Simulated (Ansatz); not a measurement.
**C₆H₁₆F₂N₂Sn: small, medium and large basis sets**

Aim: see how fast density functionals converge with the basis set for C₆H₁₆F₂N₂Sn.

Computed with Ansatz 0.2.0, Gaussian basis. Level: one geometry, several basis sets.

Levels to be run: PBE0-D4/def2-SVP; ωB97M-V/def2-SVP; PBE0-D4/def2-QZVPP; ωB97M-V/def2-QZVPP; the functionals' def2-TZVPP values are taken from earlier runs.

### 1 Structure used throughout

An earlier PBE0-D4 in a triple-zeta def2 set relaxation fixed the geometry. Sn takes the def2 core potential; no spin-orbit term is included.

SMILES `CC(C)[NH][Sn]([F])([F])[NH]C(C)C`, 27 atoms, charge 0, spin multiplicity 1.

Atoms are counted from 1 here; the program's logs count them from 0.

Bond lengths: C1–C2 1.517 Å, C1–H12 1.092 Å, C1–H13 1.096 Å, C1–H14 1.093 Å, C2–C3 1.519 Å, C2–N4 1.460 Å, C2–H15 1.102 Å, C3–H16 1.093 Å, C3–H17 1.093 Å, C3–H18 1.093 Å, N4–Sn5 1.984 Å, N4–H19 1.011 Å, Sn5–F6 1.920 Å, Sn5–F7 1.911 Å, Sn5–N8 1.996 Å, N8–C9 1.462 Å, N8–H20 1.013 Å, C9–C10 1.517 Å and more. Angles: C2–C1–H12 110.7°, C2–C1–H13 111.6°, C2–C1–H14 110.3°, H12–C1–H13 107.0°, H12–C1–H14 108.6°, H13–C1–H14 108.6°, C1–C2–C3 111.4°, C1–C2–N4 109.6°, C1–C2–H15 108.0°, C3–C2–N4 108.7°, C3–C2–H15 107.9°, N4–C2–H15 111.3°, C2–C3–H16 110.2°, C2–C3–H17 111.1°, C2–C3–H18 110.7°, H16–C3–H17 108.2°, H16–C3–H18 108.8°, H17–C3–H18 107.8° and more.

Geometry (Å):

```
atom    x (Å)    y (Å)    z (Å)
  C1  -0.9693  -2.1529  -0.3717
  C2  -1.7664  -1.1379   0.4253
  C3  -3.1113  -1.7015   0.8516
  N4  -1.9941   0.0533  -0.3871
 Sn5  -0.5725   0.9155  -1.4690
  F6  -1.1158   2.7571  -1.5030
  F7  -0.6966   0.3301  -3.2840
  N8   1.3743   0.6716  -1.1018
  C9   2.0615   1.4389  -0.0647
 C10   1.2265   1.4491   1.2014
 C11   3.4263   0.8179   0.1811
 H12  -0.8191  -3.0657   0.2078
 H13   0.0246  -1.7707  -0.6309
 H14  -1.4962  -2.4091  -1.2946
 H15  -1.1960  -0.8979   1.3368
 H16  -3.6960  -1.9871  -0.0261
 H17  -3.6854  -0.9636   1.4184
 H18  -2.9775  -2.5801   1.4872
 H19  -2.5937   0.7319   0.0635
 H20   1.9024   0.6398  -1.9655
 H21   2.2120   2.4831  -0.3765
 H22   0.2679   1.9596   1.0509
 H23   1.0297   0.4274   1.5385
 H24   1.7437   1.9818   2.0012
 H25   4.0204   0.8027  -0.7362
 H26   3.9821   1.3879   0.9295
 H27   3.3168  -0.2114   0.5316
```

### 2 PBE0-D4 in def2-SVP

Input file in.yaml:

```yaml
crystal:
  periodic: [false, false, false]
  atoms:
    - {symbol: C, position_ang: [-0.969306, -2.152918, -0.371725]}
    - {symbol: C, position_ang: [-1.766440, -1.137888, 0.425319]}
    - {symbol: C, position_ang: [-3.111343, -1.701544, 0.851593]}
    - {symbol: N, position_ang: [-1.994130, 0.053346, -0.387137]}
    - {symbol: Sn, position_ang: [-0.572499, 0.915549, -1.469036]}
    - {symbol: F, position_ang: [-1.115835, 2.757074, -1.503041]}
    - {symbol: F, position_ang: [-0.696572, 0.330113, -3.283987]}
    - {symbol: N, position_ang: [1.374264, 0.671565, -1.101848]}
    - {symbol: C, position_ang: [2.061492, 1.438898, -0.064734]}
    - {symbol: C, position_ang: [1.226539, 1.449089, 1.201429]}
    - {symbol: C, position_ang: [3.426254, 0.817864, 0.181089]}
    - {symbol: H, position_ang: [-0.819094, -3.065721, 0.207791]}
    - {symbol: H, position_ang: [0.024629, -1.770670, -0.630878]}
    - {symbol: H, position_ang: [-1.496197, -2.409130, -1.294616]}
    - {symbol: H, position_ang: [-1.195972, -0.897854, 1.336832]}
    - {symbol: H, position_ang: [-3.695954, -1.987119, -0.026107]}
    - {symbol: H, position_ang: [-3.685407, -0.963552, 1.418364]}
    - {symbol: H, position_ang: [-2.977498, -2.580146, 1.487248]}
    - {symbol: H, position_ang: [-2.593723, 0.731915, 0.063471]}
    - {symbol: H, position_ang: [1.902369, 0.639762, -1.965529]}
    - {symbol: H, position_ang: [2.212014, 2.483107, -0.376479]}
    - {symbol: H, position_ang: [0.267921, 1.959606, 1.050869]}
    - {symbol: H, position_ang: [1.029746, 0.427356, 1.538487]}
    - {symbol: H, position_ang: [1.743741, 1.981751, 2.001230]}
    - {symbol: H, position_ang: [4.020406, 0.802748, -0.736227]}
    - {symbol: H, position_ang: [3.982089, 1.387924, 0.929491]}
    - {symbol: H, position_ang: [3.316803, -0.211424, 0.531633]}
basis:
  gaussian: {orbitals: def2-SVP}
hamiltonian: {xc: pbe0, dispersion: d4}
output: {orbitals: {seedname: orbitals}}
```

On the command line:

```bash
$ ansatz run in.yaml --threads 11 --pin off --events-out ev --progress --plain --max-ram 120832MiB --backend cpu
```

After this run come: ωB97M-V in def2-SVP; PBE0-D4 in def2-QZVPP; ωB97M-V in def2-QZVPP.

**Question.** What will the summary of the whole plan be? Wanted: PBE0-D4: double and triple zeta above quadruple; ωB97M-V: double and triple zeta above quadruple.

**Answer**, as computed:

| quantity | value |
| --- | --- |
| PBE0-D4: double and triple zeta above quadruple | 18.86, 0.94 eV |
| ωB97M-V: double and triple zeta above quadruple | 19.54, 0.90 eV |

What this shows: For PBE0-D4 the step from double to triple zeta gains 17.92 eV and the next only 0.94 eV. These are total energies; as a rule much of such shifts cancels in differences, which this series doesn't test. The LUMO of ωB97M-V is positive and keeps falling with the basis (1.29 to 0.65 eV): an unbound level that the basis holds in place.
